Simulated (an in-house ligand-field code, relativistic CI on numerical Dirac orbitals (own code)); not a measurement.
# d6 in a ligand field: terms against the cubic field

Aim: the terms of a d6 shell from Racah B and C and the field, by exact diagonalisation.

Method: parametric ligand-field model of a d^n configuration (Racah B and C, spin-orbit zeta, crystal field), exact diagonalisation. Code: an in-house ligand-field code version 1.

## (1) Starting point

* shell: d6
* set 1 (cm⁻¹): B = 1040, C = 4480, Oh, 10Dq = 17680
* set 2 (cm⁻¹): B = 1040, C = 4480, Oh, 10Dq = 19760
* set 3 (cm⁻¹): B = 1040, C = 4480, Oh, 10Dq = 21840
* set 4 (cm⁻¹): B = 1040, C = 4480, Oh, 10Dq = 23920
* set 5 (cm⁻¹): B = 1040, C = 4480, Oh, 10Dq = 26000
* set 6 (cm⁻¹): B = 1040, C = 4480, Oh, 10Dq = 28080
* set 7 (cm⁻¹): B = 1040, C = 4480, Oh, 10Dq = 30160
* set 8 (cm⁻¹): B = 1040, C = 4480, Oh, 10Dq = 32240

## (2) Set 1

Settings of the run:

```ini
n = 6
racah_B = 1040  # cm-1
racah_C = 4480  # cm-1
zeta = 0  # cm-1
symmetry = Oh
field = {"10Dq": 17680}  # cm-1
```

## (3) Set 2

Settings of the run:

```ini
n = 6
racah_B = 1040  # cm-1
racah_C = 4480  # cm-1
zeta = 0  # cm-1
symmetry = Oh
field = {"10Dq": 19760}  # cm-1
```

## (4) Set 3

Settings of the run:

```ini
n = 6
racah_B = 1040  # cm-1
racah_C = 4480  # cm-1
zeta = 0  # cm-1
symmetry = Oh
field = {"10Dq": 21840}  # cm-1
```

## (5) Set 4

Settings of the run:

```ini
n = 6
racah_B = 1040  # cm-1
racah_C = 4480  # cm-1
zeta = 0  # cm-1
symmetry = Oh
field = {"10Dq": 23920}  # cm-1
```

## (6) Set 5

Settings of the run:

```ini
n = 6
racah_B = 1040  # cm-1
racah_C = 4480  # cm-1
zeta = 0  # cm-1
symmetry = Oh
field = {"10Dq": 26000}  # cm-1
```

## (7) Set 6

Settings of the run:

```ini
n = 6
racah_B = 1040  # cm-1
racah_C = 4480  # cm-1
zeta = 0  # cm-1
symmetry = Oh
field = {"10Dq": 28080}  # cm-1
```

## (8) Set 7

Settings of the run:

```ini
n = 6
racah_B = 1040  # cm-1
racah_C = 4480  # cm-1
zeta = 0  # cm-1
symmetry = Oh
field = {"10Dq": 30160}  # cm-1
```

## (9) Set 8

Settings of the run:

```ini
n = 6
racah_B = 1040  # cm-1
racah_C = 4480  # cm-1
zeta = 0  # cm-1
symmetry = Oh
field = {"10Dq": 32240}  # cm-1
```

(Steps that only read results are left out.)

Before running it: what results should come out? Wanted: lowest terms; sets at their largest spin, of those that allow S over 1.

**Answer**, as computed:

| set | 10Dq/B (size) | lowest | S | electrons in z² and x²-y² | first level of the same spin (cm⁻¹) |
| --- | --- | --- | --- | --- | --- |
| 1: Oh | 17.0 | 5T2 | 2.00 | 2.00 | 5E 17680 |
| 2: Oh | 19.0 | 1A1 | 0.00 | 0.07 | 1T1 17286 |
| 3: Oh | 21.0 | 1A1 | 0.00 | 0.07 | 1T1 19283 |
| 4: Oh | 23.0 | 1A1 | 0.00 | 0.06 | 1T1 21288 |
| 5: Oh | 25.0 | 1A1 | 0.00 | 0.06 | 1T1 23299 |
| 6: Oh | 27.0 | 1A1 | 0.00 | 0.05 | 1T1 25316 |
| 7: Oh | 29.0 | 1A1 | 0.00 | 0.05 | 1T1 27337 |
| 8: Oh | 31.0 | 1A1 | 0.00 | 0.04 | 1T1 29362 |

| quantity | value |
| --- | --- |
| lowest terms | 1: 5T2, 2: 1A1, 3: 1A1, 4: 1A1, 5: 1A1, 6: 1A1, 7: 1A1, 8: 1A1 |
| sets at their largest spin, of those that allow S over 1 | 1 |

What this shows: The ground state turns from 5T2 to 1A1 between |10Dq|/B = 17.0 and 19.0, at C/B = 4.31. B, C and the field are free parameters here, not those of a compound.
